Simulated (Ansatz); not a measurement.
# Au: the cost of one run

Computed with Ansatz 0.2.0 (DFT r2SCAN, scalar-relativistic, plane waves, PAW, unless a step's input says otherwise).

The COD cell was measured well above room temperature, so it is larger than a cold one.

1 further run of the same task is left out (set aside as unsound or not needed).

## 1. Starting point

Symmetry: Fm-3m, No. 225, cubic system. Conventional cell: a = 4.124 Å, b = 4.124 Å, c = 4.124 Å, α = 90.00°, β = 90.00°, γ = 90.00°. Around Au (site symmetry m-3m) lie 12 Au at 2.92 Å.

Coordinates:

```cif
data_structure
_symmetry_space_group_name_H-M 'P 1'
_symmetry_Int_Tables_number 1
_cell_length_a 2.9162
_cell_length_b 2.9162
_cell_length_c 2.9162
_cell_angle_alpha 60.000
_cell_angle_beta 60.000
_cell_angle_gamma 60.000
_cell_volume 17.54
loop_
_atom_site_label
_atom_site_type_symbol
_atom_site_fract_x
_atom_site_fract_y
_atom_site_fract_z
_atom_site_occupancy
Au1 Au 0.00000 0.00000 0.00000 1
```

It is the result of an earlier relaxation at this level (volume 17.54 Å³/atom; gap on the mesh: none (metal)).

## 2. The bulk in the cell of the plane

The input, input.yaml:

```yaml
crystal:
  lattice:
    - [2.9162060726, 0.0, 0.0]
    - [-1.4581030363, 2.5255085416, 0.0]
    - [1.4581030363, 0.8418361805, 2.3810722876]
  atoms:
    - { symbol: Au, position: [0.0, 0.0, 0.0] }
basis:
  ecutwfc: 500
kpoints:
  mp_grid: { grid: [12, 12, 14] }
hamiltonian:
  xc: r2scan
scf:
  occupations: { method: gaussian, width: 0.1 }
output:
  forces: true
  stress: true
  eigenvalues: true
```

On the command line:

```
$ ansatz run input.yaml --threads 2 --pin off --max-ram 5120MiB --backend cpu --events-out ev --progress --plain --runs-dir out
```

Q: Estimate wall time and peak memory on 2 threads of Intel Xeon Platinum 8488C (Sapphire Rapids), shared host.

About 8.9 s, with a peak of 0.52 GiB.
